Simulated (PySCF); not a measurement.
# C4H11NOSi: the cost of one run

Programs: PySCF 2.14.0, with density-fitted response routines of our own. Each step states its level of theory. These are calculated values for one molecule in the gas phase, unless marked as measured. Atoms are numbered from 0 throughout.

### Step 1. The molecule as given

18 atoms, charge 0, multiplicity 1; geometry from: GFN2-xTB.

Bonds of the start (Å): C0–Si1 1.89, Si1–O2 1.62, O2–C3 1.40, C3–C4 1.53, C4–C5 1.49, C5–N6 1.25, C0–H7 1.08, C0–H8 1.09, C0–H9 1.09, Si1–H10 1.47, Si1–H11 1.47, C3–H12 1.10, C3–H13 1.10, C4–H14 1.09, C4–H15 1.09, C5–H16 1.10, N6–H17 1.02.

### Step 2. TDDFT and polarisability: wB97X-D/def2-SVPD

Job settings and geometry (Å):

```
{"job": {"kind": "uv", "xc": "wB97X-D", "basis": "def2-SVPD", "nstates": 8, "ntriplets": 3}, "charge": 0, "multiplicity": 1}
C     -2.723367     1.048507    -0.879899
Si    -2.027617    -0.432422     0.061980
O     -0.430648    -0.312560    -0.201670
C      0.587545    -1.163364     0.231150
C      1.947971    -0.592376    -0.174650
C      2.244943     0.670991     0.563899
N      3.332794     0.809350     1.170817
H     -3.804333     1.064900    -0.793100
H     -2.475741     1.005802    -1.935976
H     -2.346597     1.989495    -0.491455
H     -2.544783    -1.707736    -0.451936
H     -2.322308    -0.367013     1.500129
H      0.539429    -1.282778     1.320446
H      0.454052    -2.153489    -0.221345
H      1.918148    -0.369472    -1.244276
H      2.736044    -1.318912     0.019987
H      1.442147     1.418515     0.519338
H      3.463559     1.698878     1.648279
```

With the program's defaults for keys left out, this is: TDDFT wB97X-D/def2-SVPD, vertical, gas phase, core orbitals frozen in the response.

On the command line:

```bash
> OMP_NUM_THREADS=1 python probes_run.py task.json out
```

This one command runs all jobs of the session in turn.

**Question.** How long does this job take on 1 thread of Intel Xeon Platinum 8488C, shared host, and how much memory does it need?

About 52 s, with a peak of 1 GiB.
